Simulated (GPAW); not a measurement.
# TaWC2 (R-3m) in GPAW: equation of state

How stiff is TaWC2 in PBE, and what volume does it want? The cell is scaled to several volumes.

All numbers are computed with GPAW 26.7.0; they aren't measurements. Logs are shortened: lines on timing, memory, paths and dates and some standing lists are left out, and cuts for length are marked. The log counts tension as positive stress, the text compression.

### Step 1. Starting point

The structure is trigonal, space group R-3m (No. 166). Conventional cell: a = 3.144 Å, b = 3.144 Å, c = 15.305 Å, α = 90.00°, β = 90.00°, γ = 120.00°. W (site symmetry -3m) has 6 C at 2.21 Å as nearest neighbours. Ta (site symmetry -3m) has 6 C at 2.23 Å as nearest neighbours. C (site symmetry 3m) is surrounded by 3 W at 2.21 Å and 3 Ta at 2.23 Å.

The cell comes from a database or a generator and needn't be the stable form of this composition.

### Step 2. Equation of state, PBE

Contents of run.py:

```python
from ase.eos import EquationOfState
from ase.io import Trajectory, read
from ase.units import GPa
from gpaw import GPAW, PW

atoms = read('POSCAR')

traj = Trajectory('eos.traj', 'w')
volumes, energies = [], []
for x in [0.94, 0.96, 0.98, 1.0, 1.02, 1.04, 1.06]:
    a = atoms.copy()
    a.set_cell(atoms.cell * x**(1 / 3), scale_atoms=True)
    calc = GPAW(mode=PW(800),
                xc='PBE',
                kpts={'size': (10, 10, 10), 'gamma': True},
                occupations={'name': 'fermi-dirac', 'width': 0.05},
                nbands=33,
                convergence={'density': 1e-05, 'energy': 1e-05},
                maxiter=150,
                txt=f'eos-{x:.2f}.txt')
    a.calc = calc
    energies.append(a.get_potential_energy(force_consistent=True))
    volumes.append(a.get_volume())
    p = -a.get_stress()[:3].mean() / GPa
    calc.write(f'eos-{x:.2f}.gpw')
    traj.write(a)
    print(f'{x:.2f} {volumes[-1]:10.4f} A^3 {energies[-1]:14.6f} eV {p:9.3f} GPa', flush=True)

v0, e0, B = EquationOfState(volumes, energies, eos='birchmurnaghan').fit()
print(f'V0 = {v0:.4f} A^3, E0 = {e0:.6f} eV, B0 = {B / GPa:.2f} GPa')
```

Contents of POSCAR:

```
TaWC2
1.0
    1.5718551461      0.9075109917      5.1016196719
   -1.5718551461      0.9075109917      5.1016196719
    0.0000000000     -1.8150219835      5.1016196719
W Ta C
1 1 2
Direct
    0.0000000000      0.0000000000      0.0000000000
    0.5000000000      0.5000000000      0.5000000000
    0.2509330000      0.2509330000      0.2509330000
    0.7490670000      0.7490670000      0.7490670000
```

Potentials or basis: GPAW PAW data sets (gpaw-data 1.2.1), pw.

Launch:

```
> OMP_NUM_THREADS=1 python run.py
```

What it wrote:

```text
__  _  _
 | _ |_)|_||  |
 |__||  | ||/\| - 26.7.0

Input parameters:
  mode=PW(ecut=800.0),
  convergence={'density': 1e-05, 'energy': 1e-05},
  kpts=MonkhorstPack(size=(10, 10, 10), gamma=True),
  maxiter=150,
  nbands=33,
  occupations=Occupations(name='fermi-dirac', width=0.05),
  xc=XC(name='PBE')

Diagonalizing LCAO Hamiltonian
Converting LCAO to pw mode

       C

       Ta

       C

       W

Atoms  # Å, Bohr magnetons
|   | symbol |         x |         y |         z |    initial magnetic moments |
|---|--------|-----------|-----------|-----------|-----------------------------|
| 0 |      W |  0.000000 |  0.000000 |  0.000000 | ( 0.0000,  0.0000,  0.0000) |
| 1 |     Ta |  0.000000 | -0.000000 |  7.496214 | ( 0.0000,  0.0000,  0.0000) |
| 2 |      C | -0.000000 | -0.000000 |  3.762095 | ( 0.0000,  0.0000,  0.0000) |
| 3 |      C |  0.000000 | -0.000000 | 11.230333 | ( 0.0000,  0.0000,  0.0000) |

Unit cell  # Å
| periodic |         x |         y |        z |  lengths |    angles |
|----------|-----------|-----------|----------|----------|-----------|
|      yes |  1.539767 |  0.888985 | 4.997476 | 5.304332 | 33.750023 |
|      yes | -1.539767 |  0.888985 | 4.997476 | 5.304332 | 33.750023 |
|      yes |  0.000000 | -1.777970 | 4.997476 | 5.304332 | 33.750023 |

Number of symmetries: 12
Symmetry operations  # r_c * U_cc + t_c -> r_c
|    | kind |            matrix            |
|----|------|------------------------------|
|  0 |  E   |  1, 0, 0,  0, 1, 0,  0, 0, 1 |
|  1 |  σ   |  1, 0, 0,  0, 0, 1,  0, 1, 0 |
|  2 |  σ   |  0, 1, 0,  1, 0, 0,  0, 0, 1 |
|  3 |  C3  |  0, 1, 0,  0, 0, 1,  1, 0, 0 |
|  4 |  C3  |  0, 0, 1,  1, 0, 0,  0, 1, 0 |
|  5 |  σ   |  0, 0, 1,  0, 1, 0,  1, 0, 0 |
|  6 |  C2  |  0, 0,-1,  0,-1, 0, -1, 0, 0 |
|  7 |  S6  |  0, 0,-1, -1, 0, 0,  0,-1, 0 |
|  8 |  S6  |  0,-1, 0,  0, 0,-1, -1, 0, 0 |
|  9 |  C2  |  0,-1, 0, -1, 0, 0,  0, 0,-1 |
| 10 |  C2  | -1, 0, 0,  0, 0,-1,  0,-1, 0 |
| 11 |  i   | -1, 0, 0,  0,-1, 0,  0, 0,-1 |

BZ-sampling:
  Number of BZ points: 1000
  Number of IBZ points: 116

  Monkhorst-Pack size: [10, 10, 10]
  Monkhorst-Pack shift: [0.05, 0.05, 0.05]

K-points  # in reciprocal-cell coordinates
|     |                                coordinates |     weight |
|-----|--------------------------------------------|------------|
|   0 | (  0.00000000,   0.00000000,   0.00000000) | 0.00100000 |
|   1 | (  0.10000000,   0.00000000,  -0.10000000) | 0.00600000 |
|   2 | (  0.10000000,   0.00000000,   0.00000000) | 0.00600000 |
|   3 | (  0.10000000,   0.10000000,  -0.10000000) | 0.00600000 |
|   4 | (  0.10000000,   0.10000000,   0.00000000) | 0.00600000 |
|   5 | (  0.10000000,   0.10000000,   0.10000000) | 0.00200000 |
|   6 | (  0.20000000,  -0.10000000,  -0.10000000) | 0.00600000 |
|   7 | (  0.20000000,   0.00000000,  -0.20000000) | 0.00600000 |
|   8 | (  0.20000000,   0.00000000,  -0.10000000) | 0.01200000 |
|   9 | (  0.20000000,   0.00000000,   0.00000000) | 0.00600000 |
| ... |                                            |            |
| 115 | (  0.50000000,   0.50000000,   0.50000000) | 0.00100000 |

Plane wave coefficients: 2135
Cutoff: 800.0 eV

Spin-components: 1 (collinear spins)
Bands:           33
Projectors:      22
Spin-degeneracy: 2
Datatype:        complex128

Parallelization:
  kpt:    1
  domain: 1
  band:   1

Density:
  Valence electrons: 35.0
  Components: 1
  Grid points: [35 35 35]
  Charge: 0.0  # |e|

Potential:
  Grid points: [35 35 35]

species:
  W:
    name:    Tungsten
    Z:       74.0
    valence: 14
    core:    60
    charge:  0.0  # [|e|]
    compensation charges:
      type: gauss
      rc: 0.40  # [Å]
      lmax: 2
    cutoffs:
      filter: 2.36  # [Å]
      core: 3.02  # [Å]
    projectors
    | kind |    occ | energy [eV] | rcut [Å] |
    |------|--------|-------------|----------|
    |   5s |  2.000 |     -78.830 |    1.344 |
    |   6s |  2.000 |      -5.697 |    1.344 |
    |   5p |  6.000 |     -43.233 |    1.355 |
    |   6p |  0.000 |      -1.367 |    1.355 |
    |   5d |  4.000 |      -4.494 |    1.228 |
    |    d |        |      22.717 |    1.228 |

    Using partial waves for W as LCAO basis

  Ta:
    name:    Tantalum
    Z:       73.0
    valence: 13
    core:    60
    charge:  0.0  # [|e|]
    compensation charges:
      type: gauss
      rc: 0.42  # [Å]
      lmax: 2
    cutoffs:
      filter: 2.36  # [Å]
      core: 3.45  # [Å]
    projectors
    | kind |    occ | energy [eV] | rcut [Å] |
    |------|--------|-------------|----------|
    |   5s |  2.000 |     -72.790 |    1.365 |
    |   6s |  2.000 |      -5.429 |    1.365 |
    |   5p |  6.000 |     -39.427 |    1.349 |
    |   6p |  0.000 |      -1.396 |    1.349 |
    |   5d |  3.000 |      -3.603 |    1.307 |
    |    d |        |      23.609 |    1.307 |

    Using partial waves for Ta as LCAO basis

  C:
    name:    Carbon
    Z:       6.0
    valence: 4
    core:    2
    charge:  0.0  # [|e|]
    compensation charges:
      type: gauss
      rc: 0.20  # [Å]
      lmax: 2
    cutoffs:
      filter: 1.14  # [Å]
      core: 1.14  # [Å]
    projectors
    | kind |    occ | energy [eV] | rcut [Å] |
    |------|--------|-------------|----------|
    |   2s |  2.000 |     -13.751 |    0.635 |
    |   2p |  2.000 |      -5.284 |    0.635 |
    |    s |        |      13.461 |    0.635 |
    |    p |        |      21.927 |    0.635 |
    |    d |        |       0.000 |    0.635 |

    Using partial waves for C as LCAO basis

Reference energy: -864999.369287  # eV

eigensolver:
  PPCG
  Converge bands: occupied
  niter=2

density mixing:
  MSR1-Mixer
  Pratt-step length: 0.05
  Maximum mixing coefficient: 0.75
  Old densities: 10
  SVD Regularization: 0.005
  Good broyden scale: 1.0
  Trust region scale: 1.0
  Backstep threshold: 4.0
  History deletion threshold: 6.0
  Fourier metric: weight=20.0, sigma=0.015

occupation numbers:
  Fermi-Dirac:
    width: 0.0500  # eV

poisson solver:
  ecut: 6400.0  # eV

xc functional:
  name: PBE with 2 nearest neighbor stencil

convergence criteria:
[... 6 lines left out ...]
|iter     | |      energy | eigst |  dens |
|---------|-|-------------|-------|-------|
|iter:   1| |  -44.486215 | +0.15 |       |
|iter:   2| |  -43.276706 | -2.17 | -0.87 |
|iter:   3| |  -40.421082 | -1.11 | -0.93 |
|iter:   4| |  -40.531862 | -2.47 | -1.67 |
|iter:   5| |  -40.404984 | -3.01 | -1.63 |
|iter:   6| |  -40.419377 | -3.59 | -1.99 |
|iter:   7| |  -40.419354 | -5.24 | -3.03 |
|iter:   8| |  -40.419363c| -6.71 | -3.74 |
|iter:   9| |  -40.419364c| -7.57c| -4.15 |
|iter:  10| |  -40.419364c| -8.07c| -5.08c|

Converged in 10 steps
Energy contributions relative to reference atoms: (reference = -864999.369287)

Energy contributions:
  Kinetic:          51.963775
  Coulomb:         -50.723399
  Zero:             -0.067718
  External:          0.000000
  Xc:              -41.585015
  Entropy:          -0.014013
  Spinorbit:         0.000000
  ----------------------------
  Free energy:     -40.426370
  Extrapolated:    -40.419364

dipole moment: (-0.000000, 0.000000, -55.804095)  # |e|*Ang

Fermi level: 15.698
Eigenvalues  # (at kpt = [0.000, 0.000, 0.000])
| band index |      eig [eV] | occ [0-2] |
|------------|---------------|-----------|
|          0 |       -59.375 |     2.000 |
|        ... |               |           |
|         13 |        13.357 |     2.000 |
|         14 |        13.357 |     2.000 |
|         15 |        13.499 |     2.000 |
|         16 |        14.801 |     2.000 |
|         17 |        14.801 |     2.000 |
|         18 |        14.861 |     2.000 |
[... 8 lines left out ...]
|         27 |        25.657 |     0.000 |
|         28 |        25.657 |     0.000 |
|        ... |               |           |
|         32 |        39.768 |     0.000 |

No gap
No difference between direct/indirect transitions

Stress tensor  # eV/Ang^3
|         x |         y |         z |
|-----------|-----------|-----------|
| -0.132711 |  0.000000 | -0.000000 |
| -0.000000 | -0.132711 | -0.000000 |
| -0.000000 | -0.000000 | -0.133098 |

# Writing to eos-0.94.gpw (mode='')
```

Run time: 32 min. Hardware: 1 thread of AMD EPYC 7B13 (Zen 3), shared host; peak memory 1 GiB.

What came out:

* Equilibrium volume: 10.84 Å³/atom
* Bulk modulus at fixed shape and positions: 346 GPa
* Pressure derivative of the bulk modulus: 4.3

Energy against volume, from the lowest point:
| volume (Å³/atom) | energy (meV/atom) |
| --- | --- |
| 10.261 | 36.85 |
| 10.479 | 13.61 |
| 10.698 | 1.71 |
| 10.916 | 0.00 |
| 11.134 | 7.47 |
| 11.353 | 23.18 |
| 11.571 | 46.29 |

Caveat: the cell was scaled at fixed shape and fractional positions, which overstates the stiffness of a crystal with free parameters, most of all of layers and chains; the program warned that so skewed a cell can give wrong results. The run has no spin-orbit coupling, so splittings on Ta, W are missing.
